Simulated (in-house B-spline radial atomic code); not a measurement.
**Bi¹⁰⁺: excited configurations**

How much energy does it take to promote electrons of Bi¹⁰⁺ to other shells? Each configuration is solved by itself and compared with the reference.

The numbers are computed with in-house B-spline radial atomic code version 1 (scalar-relativistic (spin-free one-electron X2C) RPBE, spin-polarised, spherical fractional occupations, Fermi nucleus, basis-set limit), except any that are marked as measured or tabulated.

## 1. The system

* element: bismuth (Z = 83)
* charge: +10
* electrons: 73
* configuration: [Xe] 4f14 5d5
* Hamiltonian: scalar-relativistic (X2C)
* nucleus: Fermi, rms radius 5.521 fm

The outer shells:

[Xe] 4f14 5d5
```
[Xe] core
4f [↑↓][↑↓][↑↓][↑↓][↑↓][↑↓][↑↓]
5d [↑ ][↑ ][↑ ][↑ ][↑ ]
```

Where spins are not typed, each open shell is filled with up spins first.

## 2. The base configuration

Input settings:

```ini
Z = 83
electrons = 73.0
configuration = [Xe] 4f14 5d5
hamiltonian = x2c
method = rpbe,pbe
spin_polarised = True
nucleus = fermi
rms_radius = 5.5211
mass_number = 209
atomic_mass = 208.980398599
speed_of_light = 137.035999084
```

## 3. Configuration [Kr] 4d9 4f14 5s2 5p6 5d5 6f1

The settings differ from step 2 so:

```diff
@@ -2,3 +2,3 @@
 electrons = 73.0
-configuration = [Xe] 4f14 5d5
+configuration = [Kr] 4d9 4f14 5s2 5p6 5d5 6f1
 hamiltonian = x2c
```

## 4. [Xe] 4f14 5d4 6p1

The settings differ from step 3 so:

```diff
@@ -2,3 +2,3 @@
 electrons = 73.0
-configuration = [Kr] 4d9 4f14 5s2 5p6 5d5 6f1
+configuration = [Xe] 4f14 5d4 6p1
 hamiltonian = x2c
```

## 5. Configuration [Kr] 4d9 4f14 5s2 5p6 5d6

The settings differ from step 4 so:

```diff
@@ -2,3 +2,3 @@
 electrons = 73.0
-configuration = [Xe] 4f14 5d4 6p1
+configuration = [Kr] 4d9 4f14 5s2 5p6 5d6
 hamiltonian = x2c
```

## 6. [Kr] 4d9 4f14 5s2 5p6 5d5 6p1

The settings differ from step 5 so:

```diff
@@ -2,3 +2,3 @@
 electrons = 73.0
-configuration = [Kr] 4d9 4f14 5s2 5p6 5d6
+configuration = [Kr] 4d9 4f14 5s2 5p6 5d5 6p1
 hamiltonian = x2c
```

## 7. Run with [Kr] 4d10 4f14 5s2 5p5 5d5 6f1

The settings differ from step 6 so:

```diff
@@ -2,3 +2,3 @@
 electrons = 73.0
-configuration = [Kr] 4d9 4f14 5s2 5p6 5d5 6p1
+configuration = [Kr] 4d10 4f14 5s2 5p5 5d5 6f1
 hamiltonian = x2c
```

## 8. [Xe] 4f13 5d5 6p1

The settings differ from step 7 so:

```diff
@@ -2,3 +2,3 @@
 electrons = 73.0
-configuration = [Kr] 4d10 4f14 5s2 5p5 5d5 6f1
+configuration = [Xe] 4f13 5d5 6p1
 hamiltonian = x2c
```

**Question.** How far above the reference does each configuration lie (order and size, in eV)?

The runs gave:

| net move | configuration | 2|M_S|+1 | energy above the reference (eV) | largest <r> (bohr) |
| --- | --- | --- | --- | --- |
| 5d → 6p | [Xe] 4f14 5d4 6p1 | 6 | 62.151 | 1.78 |
| 5p → 6f | [Kr] 4d10 4f14 5s2 5p5 5d5 6f1 | 8 | 188.09 | 2.67 |
| 4f → 6p | [Xe] 4f13 5d5 6p1 | 8 | 208.32 | 1.76 |
| 4d → 5d | [Kr] 4d9 4f14 5s2 5p6 5d6 | 6 | 426.41 | 1.06 |
| 4d → 6p | [Kr] 4d9 4f14 5s2 5p6 5d5 6p1 | 8 | 485.56 | 1.76 |
| 4d → 6f | [Kr] 4d9 4f14 5s2 5p6 5d5 6f1 | 8 | 540.26 | 2.65 |

What this shows: The lowest of them is 5d → 6p at 62.151 eV and the highest 4d → 6f at 540.26 eV. 3 of them lie more than 60 % above minus the reference's highest level (177.42 eV), in the range where a state can decay by emitting an electron. The reference has 2|M_S|+1 = 6; 4 of the configurations differ from it in spin. These are spherical averages at the typed spins, not spectroscopic levels.
